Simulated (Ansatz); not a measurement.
# revPBE/6-31G(d) (spherical functions) run of C2HClF4 (1,1,1,2-tetrafluorochloroethane)

What is the electronic atomisation energy of C2HClF4 (1,1,1,2-tetrafluorochloroethane) at revPBE/6-31G* (spherical functions)? 

The calculation is run with Ansatz 0.2.0.

53 further runs of the same task are left out: 53 set aside as unsound or not needed. Runs told in other sessions of the task aren't counted.

**1. The system as given**

The species is C2HClF4 (8 atoms), meant as a singlet with charge 0. As SMILES, `FC(Cl)C(F)(F)F`. Geometry: relaxed at PBE0-D4/def2-TZVP.

Bond lengths: F1–C2 1.349 Å, C2–Cl3 1.755 Å, C2–C4 1.533 Å, C4–F5 1.330 Å, C4–F6 1.325 Å, C4–F7 1.333 Å, C2–H8 1.091 Å. Some angles: F1–C2–Cl3 110.5°, F1–C2–C4 108.4°, Cl3–C2–C4 110.8°, C2–C4–F5 110.2°, C2–C4–F6 112.1°, C2–C4–F7 108.9°, F5–C4–F6 109.0°, F5–C4–F7 108.2°, F6–C4–F7 108.4°, F1–C2–H8 109.6°.

**2. The energy at revPBE/6-31G(d) (spherical functions)**

The input, input.yaml:

```yaml
basis:
  gaussian:
    orbitals: 6-31G_st_-spherical.json
crystal:
  periodic: [false, false, false]
  atoms:
    - symbol: F
      position_ang: [-1.009760, -0.997300, 1.034070]
    - symbol: C
      position_ang: [-0.026700, -0.752310, 0.143750]
    - symbol: Cl
      position_ang: [1.532940, -1.198140, 0.813200]
    - symbol: C
      position_ang: [-0.058240, 0.737850, -0.214790]
    - symbol: F
      position_ang: [0.860470, 1.007860, -1.137810]
    - symbol: F
      position_ang: [0.152480, 1.509050, 0.841250]
    - symbol: F
      position_ang: [-1.256040, 1.034230, -0.720280]
    - symbol: H
      position_ang: [-0.195140, -1.341240, -0.759390]
hamiltonian:
  xc: {name: revPBE}
accuracy: high
output: {orbitals: {seedname: orbitals}}
```

The basis set 6-31G* is read from a file made from the Basis Set Exchange's data (not shown).

On the command line:

```sh
$ ansatz run input.yaml --threads 1 --pin off --max-ram 3480MiB --events-out events.jsonl --progress --plain --runs-dir runs
```

Log:

```text
Warning: RAYON_NUM_THREADS=1 ignored (pool sized by the plan → 1); use --threads N
Functional definition: revPBE
  name "revPBE"
  parameter kappa = 1.245
  parameter beta = 0.06672455060314922
  exchange = pbe_x(kappa = kappa, mu = beta*pi^2/3)
  correlation = pbe_c(beta = beta)
2392 factors; integrals over basis functions are off by at most 4.2e-9 eV
mean field evaluation 1: about -25470.4225 eV, gradient 3.8e1 eV
mean field evaluation 2: about -25467.5847 eV, gradient 5.9e1 eV
mean field evaluation 4: about -25472.5962 eV, gradient 2.4e0 eV
mean field evaluation 8: about -25472.5853 eV, gradient 3.9e-2 eV
mean field evaluation 16: about -25472.5853 eV, gradient 9.4e-6 eV
mean field -25472.58526970 eV, -936.1002427232 hartree, gradient 5.2e-8 eV, S^2 0.000000; 0 other end points of the search recorded, 0 dependent functions left out
reference -25472.58527202 eV, -936.1002428081 hartree; 33, 33 occupied and 71, 71 virtual orbitals, 2392 factors
Total energy: -25472.58527202 eV, -936.1002428081 hartree
```

Wall time 6.6 s (1 thread of Intel Xeon Platinum 8488C (Sapphire Rapids), shared host); peak memory 0.32 GiB.

**3. The C atom**

The input, job.yaml:

```yaml
crystal:
  periodic: [false, false, false]
  atoms:
    - symbol: C
      position_ang: [0.000000, 0.000000, 0.000000]
basis:
  gaussian: {orbitals: 6-31G_st_-spherical.json}
magnetization: {spin_polarized: true, initial_magnetization: 2}
hamiltonian: {xc: {name: revPBE}}
accuracy: high
```

The basis set 6-31G* is read from a file made from the Basis Set Exchange's data (not shown).

On the command line:

```sh
$ ansatz run job.yaml --threads 1 --pin off --max-ram 3480MiB --events-out events.jsonl --progress --plain --runs-dir runs
```

Log, shortened:

```text
Warning: RAYON_NUM_THREADS=1 ignored (pool sized by the plan → 1); use --threads N
[... 6 set-up lines as earlier in the session ...]
96 factors; integrals over basis functions are off by at most 1.1e-9 eV
mean field evaluation 1: about -1029.3260 eV, gradient 4.4e0 eV
mean field evaluation 2: about -1029.4203 eV, gradient 1.9e0 eV
mean field evaluation 4: about -1029.4464 eV, gradient 2.6e-1 eV
mean field evaluation 8: about -1029.4466 eV, gradient 4.6e-5 eV
mean field evaluation 16: about -1029.4466 eV, gradient 5.6e-2 eV
mean field evaluation 32: about -1029.4466 eV, gradient 5.0e-9 eV
mean field -1029.44662886 eV, -37.8314658265 hartree, gradient 1.8e-8 eV, S^2 2.001583; 2 other end points of the search recorded, 0 dependent functions left out
reference -1029.44663049 eV, -37.8314658866 hartree; 4, 2 occupied and 10, 12 virtual orbitals, 96 factors
Total energy: -1029.44663049 eV, -37.8314658866 hartree
```

Wall time 0.32 s (1 thread of Intel Xeon Platinum 8488C (Sapphire Rapids), shared host).

**4. The Cl atom at the same level**

The input, molecule.yaml:

```yaml
basis:
  gaussian:
    orbitals: 6-31G_st_-spherical.json
crystal:
  periodic: [false, false, false]
  atoms:
    - {symbol: Cl, position_ang: [0.000000, 0.000000, 0.000000]}
magnetization:
  spin_polarized: true
  initial_magnetization: 1
hamiltonian:
  xc: {name: revPBE}
accuracy: high
```

The basis set 6-31G* is read from a file made from the Basis Set Exchange's data (not shown).

On the command line:

```sh
$ ansatz run molecule.yaml --threads 1 --pin off --max-ram 3480MiB --events-out events.jsonl --progress --plain --runs-dir runs
```

Log, shortened:

```text
Warning: RAYON_NUM_THREADS=1 ignored (pool sized by the plan → 1); use --threads N
[... 6 set-up lines as earlier in the session ...]
140 factors; integrals over basis functions are off by at most 3.1e-9 eV
mean field evaluation 1: about -12518.0251 eV, gradient 3.5e0 eV
mean field evaluation 2: about -12518.0847 eV, gradient 1.8e0 eV
mean field evaluation 4: about -12518.1053 eV, gradient 1.4e-2 eV
mean field evaluation 8: about -12518.1054 eV, gradient 1.5e-4 eV
mean field evaluation 16: about -12517.9583 eV, gradient 4.7e0 eV
mean field evaluation 32: about -12518.1053 eV, gradient 8.5e-2 eV
mean field -12518.10537685 eV, -460.0318875225 hartree, gradient 9.9e-9 eV, S^2 0.751655; 2 other end points of the search recorded, 0 dependent functions left out
reference -12518.10537890 eV, -460.0318875979 hartree; 9, 8 occupied and 9, 10 virtual orbitals, 140 factors
Total energy: -12518.10537890 eV, -460.0318875979 hartree
```

Wall time 0.62 s (1 thread of Intel Xeon Platinum 8488C (Sapphire Rapids), shared host).

**5. The F atom, same level**

The input, molecule.yaml:

```yaml
crystal:
  periodic: [false, false, false]
  atoms:
    - symbol: F
      position_ang: [0.000000, 0.000000, 0.000000]
basis:
  gaussian: {orbitals: 6-31G_st_-spherical.json}
magnetization: {spin_polarized: true, initial_magnetization: 1}
hamiltonian: {xc: {name: revPBE}}
accuracy: high
```

The basis set 6-31G* is read from a file made from the Basis Set Exchange's data (not shown).

Run the same way, it converges to -99.67861 Eh (log not shown).

**6. The H atom**

The input, input.yaml:

```yaml
crystal:
  periodic: [false, false, false]
  atoms:
    - {symbol: H, position_ang: [0.000000, 0.000000, 0.000000]}
basis:
  gaussian:
    orbitals: "6-31G*"
accuracy: high
magnetization:
  spin_polarized: true
  initial_magnetization: 1
hamiltonian:
  xc: {name: revPBE}
```

Run the same way, it converges to -0.50194 Eh (log not shown).

**7. Outcome**

At revPBE/6-31G* (spherical functions):

| quantity | value |
| --- | --- |
| molecule: total energy | -936.10024 Eh |
| molecule: HOMO energy | -7.60 eV |
| molecule: LUMO energy | -0.51 eV |
| molecule: HOMO–LUMO gap | 7.09 eV |
| C atom: total energy | -37.83147 Eh |
| C atom: ⟨S²⟩ | 2.002 |
| Cl atom: total energy | -460.03189 Eh |
| Cl atom: ⟨S²⟩ | 0.752 |
| F atom: total energy | -99.67861 Eh |
| F atom: ⟨S²⟩ | 0.751 |
| H atom: total energy | -0.50194 Eh |
| H atom: ⟨S²⟩ | 0.750 |
| electronic atomisation energy | 32.356 eV |

Taking the molecule apart into free atoms costs 32.36 eV (746 kcal/mol), before zero-point energy and without spin-orbit coupling.
